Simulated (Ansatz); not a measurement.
Run this with Ansatz 0.2.0 through its Python package and show what comes out.

`gaag3.py`
```python
"""Relative energies of GaAg3 phases, at the given cells."""

import warnings

import ansatz as az
from ase import Atoms
import numpy as np
import spglib
from tabulate import tabulate


def ground_state(name, crystal):
    calc = crystal.calculation()
    calc = calc.functional("LDA")
    calc = calc.basis(500)
    calc = calc.kpoints(spacing=0.33)
    calc = calc.occupations("fermi_dirac", width=0.1)
    calc = calc.stress()
    calc = calc.band_table()
    return calc.run(threads=1)


def space_group(outcome):
    sites = outcome.report["lattice"]["sites"]
    kinds = sorted({site["symbol"] for site in sites})
    cell = (outcome.lattice.cell_ang, [site["position_frac"] for site in sites], [kinds.index(site["symbol"]) for site in sites])
    return spglib.get_spacegroup(cell, symprec=0.01)


def volume_per_atom(outcome):
    return abs(np.linalg.det(outcome.lattice.cell_ang)) / len(outcome.lattice.sites)


def pressure_gpa(outcome):
    return float(np.trace(outcome.report["stress_gpa"]) / 3)


def main() -> None:
    warnings.simplefilter("ignore", az.DeckWarning)

    phases = {}
    atoms = Atoms(
        ["Ga", "Ag", "Ag", "Ag"],
        scaled_positions=[
            (2 / 3, 1 / 3, 0.0),
            (2 / 3, 1 / 3, 0.5),
            (1 / 3, 2 / 3, 0.241923),
            (1 / 3, 2 / 3, 0.758077),
        ],
        cell=[
            (2.937866, 0.0, 0.0),
            (-1.468933, 2.544267, 0.0),
            (0.0, 0.0, 9.116135),
        ],
        pbc=True,
    )
    p_6m2 = az.Crystal.from_ase(atoms)
    phases["P-6m2"] = p_6m2
    pm_3m = (
        az.Lattice.cubic(4.081295)
        .space_group(221)
        .atom("Ga", (0.0, 0.0, 0.0))
        .atom("Ag", (0.5, 0.0, 0.5))
    )
    phases["Pm-3m"] = pm_3m

    done = {}
    for name, crystal in phases.items():
        try:
            done[name] = ground_state(name, crystal)
        except az.NonConvergedError as error:
            print(name, "did not converge:", str(error)[:120])

    energy = {name: o.report["energy_sigma0_ev"] / len(o.lattice.sites) for name, o in done.items()}
    lowest = min(energy.values())
    rows = [(name, len(o.lattice.sites), 1000 * (energy[name] - lowest), space_group(o), volume_per_atom(o), pressure_gpa(o)) for name, o in done.items()]
    rows.sort(key=lambda row: row[2])
    print(tabulate(rows, headers=["phase", "atoms", "dE (meV/atom)", "space group", "V (A^3/atom)", "P (GPa)"], floatfmt=".4f", tablefmt="rst"))


if __name__ == "__main__":
    main()
```

```console
$ python gaag3.py
=======  =======  ===============  =============  ==============  =========
phase      atoms    dE (meV/atom)  space group      V (A^3/atom)    P (GPa)
=======  =======  ===============  =============  ==============  =========
P-6m2          4           0.0000  P-6m2 (187)           17.0351    -7.4705
Pm-3m          4          45.1602  Pm-3m (221)           16.9955    -7.5539
=======  =======  ===============  =============  ==============  =========
```

By space group at the end of each run: P-6m2 (+0 meV an atom, 17.0 Å³) and Pm-3m (+45 meV an atom, 17.0 Å³).

Caveats:
- For the metals among these phases the mesh is modest: differences between phases can be off by up to 40 meV an atom.
- Pressure is positive in compression.
- The cells come from databases of deposited and of computed structures, and not all need be stable phases.
- The ranking holds among these structures alone, at zero temperature; the ground state may be another structure. Differences under about 40 meV an atom lie within the error of mesh and functional.
- Hardware and time: 7.2 s on 1 thread of Arm Neoverse V2 (shared host), peak memory 0.42 GiB.

(Lines on the test bed's own set-up are left out of the output.)
